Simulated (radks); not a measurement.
# Li in [He] 2p1: an all-electron calculation

What are the levels of neutral lithium, how large are its shells, and how does its energy divide?

Program: radks (a radial shooting solver on a logarithmic mesh, Libxc functionals) version 1. Level of theory: scalar-relativistic Kohn-Sham, r2SCAN, spin-polarised, spherical densities, finite nucleus; open shells are filled with parallel spins first. These are calculated values, not measurements, unless marked.

## 1. The atom as given

| Property | Result |
| --- | --- |
| element | lithium (Z = 3) |
| charge | 0 |
| electrons | 3 |
| configuration | [He] 2p1 |
| nuclear rms radius | 2.444 fm |

The outer shells:

Li
```
[He] core
2p [↑ ][  ][  ]
```

## 2. The run

Input:

```text
Z 3
configuration [He] 2p1
relativity scalar-relativistic
functional r2scan,r2scan
spin polarised
nucleus finite rms 2.444 fm
c 137.035999084
```

Q: Predict the outcome of this run.

As calculated:

```
                        quantity                   value
                    total energy        -7.40622 hartree
exchange-correlation share of it                 24.04 %
                            −T/E                  0.9944
          highest occupied level        2p up, -1.700 eV
    most extended occupied level  2p up, <r> = 4.93 bohr
 radius at density 0.001 e/bohr³               3.90 bohr
    maxima of the radial density                       2
```

**Reading.** The radial density shows 2 maxima for 2 occupied principal shells. This is not the tabulated ground configuration, so its levels and sizes aren't those of the ground state, and no measured value stands beside it.
